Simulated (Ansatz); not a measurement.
# TiCl3F: small, medium and large basis sets

An exercise on one series of results from a longer session: the logs are not shown, and one member is left open.

The runs use Ansatz 0.2.0, Gaussian basis; one geometry, several basis sets.

Plan: PBE0-D4/def2-SVP; ωB97M-V/def2-SVP; PBE0-D4/def2-QZVPP; ωB97M-V/def2-QZVPP; the functionals' def2-TZVPP values are taken from earlier runs.

## The geometry

All runs share one geometry, relaxed beforehand with PBE0-D4 in a triple-zeta def2 set.

5 atoms, charge 0, spin multiplicity 1.

Atoms are counted from 1 here; the program's logs count them from 0.

Bond lengths: F1–Ti2 1.731 Å, Ti2–Cl3 2.166 Å, Ti2–Cl4 2.166 Å, Ti2–Cl5 2.166 Å. Angles: F1–Ti2–Cl3 109.3°, F1–Ti2–Cl4 109.3°, F1–Ti2–Cl5 109.3°, Cl3–Ti2–Cl4 109.6°, Cl3–Ti2–Cl5 109.6°, Cl4–Ti2–Cl5 109.6°.

Geometry (Å):

```xyz
5
Cl3FTi
F    -0.99829    0.04636    1.49904
Ti   -0.03634   -0.01194    0.06096
Cl    1.53903   -1.47663    0.31231
Cl   -1.28829   -0.57003   -1.61577
Cl    0.83379    1.93854   -0.29795
```

The first run:

in.yaml reads:

```yaml
crystal:
  periodic: [false, false, false]
  atoms:
    - {symbol: F, position_ang: [-0.998290, 0.046362, 1.499040]}
    - {symbol: Ti, position_ang: [-0.036336, -0.011938, 0.060965]}
    - {symbol: Cl, position_ang: [1.539034, -1.476630, 0.312313]}
    - {symbol: Cl, position_ang: [-1.288294, -0.570034, -1.615766]}
    - {symbol: Cl, position_ang: [0.833786, 1.938541, -0.297952]}
basis:
  gaussian: {orbitals: def2-SVP}
hamiltonian: {xc: pbe0, dispersion: d4}
output: {orbitals: {seedname: orbitals}}
```

Steps of the session up to this table: PBE0-D4 in def2-SVP; ωB97M-V in def2-SVP; PBE0-D4 in def2-QZVPP; ωB97M-V in def2-QZVPP.

One table of the session follows, with a row left open; its other results are not shown here.

It belongs to the step «Density functionals: the series». 

```
functional       basis  HOMO (eV)  LUMO (eV)
   PBE0-D4    def2-SVP      -9.57      -3.77
   PBE0-D4  def2-TZVPP          ?          ?
   PBE0-D4  def2-QZVPP      -9.66      -3.68
   ωB97M-V    def2-SVP     -11.65      -1.55
   ωB97M-V  def2-TZVPP     -11.81      -1.51
   ωB97M-V  def2-QZVPP     -11.83      -1.53
```

**Question.** Estimate the row for PBE0-D4, def2-TZVPP.

The run gave: HOMO (eV): -9.66; LUMO (eV): -3.67.
